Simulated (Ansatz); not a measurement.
Runs of Ansatz 0.2.0 on Ba2Tl5V3O12. The typed cell holds 22 atoms: a = 6.061 Å, b = 6.112 Å, c = 14.126 Å, α = 95.24°, β = 99.31°, γ = 113.97°. The cell was built by a generator and needn't be a form met in nature.

```csv
task,level,potentials or basis,cell,k mesh,cutoff (eV),target pressure (GPa),points for each segment of the path,gap on the mesh (eV),pressure (GPa),moment (μB),relaxed volume (Å³/atom),largest force (eV/Å)
relaxation of cell and atoms,PBE,Ansatz PAW,relaxed to 5 GPa,4 × 4 × 2,420,5,-,2.60,5.0,0.00,-,0.01
single point,PBE,SPMS NC,as given,5 × 5 × 2,1034,-,-,(a),0.0,0.00,-,0.03
relaxation of cell and atoms,PBE+D3(BJ),Ansatz PAW,relaxed,4 × 4 × 2,420,-,-,2.81,0.0,0.00,19.47,0.01
relaxation of cell and atoms,PBE+D3(BJ)-ATM,Ansatz PAW,relaxed,4 × 4 × 2,420,-,-,2.80,0.0,0.00,19.58,-
band structure,PBEsol,Ansatz PAW,as given,5 × 5 × 2,420,-,10,2.96,-3.0,0.00,-,(b)
```

Alike in all rows: spin collinear, ferromagnetic start; smearing fermi-dirac 0.05 eV.

Fill in the values left out.

(a) 3.03; (b) 0.34.

Caveats: spin-orbit coupling is left out, which as a rule narrows the gap of such compounds by several tenths of an eV; the starting moments weren't kept; the plane-wave basis is chosen anew once the cell has moved, so the energies of steps on either side of that aren't comparable (some runs); the volume moved by over 15 % at a fixed basis, so the end points are rough (some runs); odd divisions of the mesh miss points on the zone boundary, where band edges often lie, so the gap on the mesh can be too wide (some runs); the k mesh misses the band edges, so the gap on the mesh is wider than the one along the path (some runs); the PAW data sets come from PBE, with cores solved anew for the run's functional, which leaves a small shift of forces and pressure (some runs).

A k mesh can miss the band edges, and the runs leave out spin-orbit coupling on Ba, Tl.
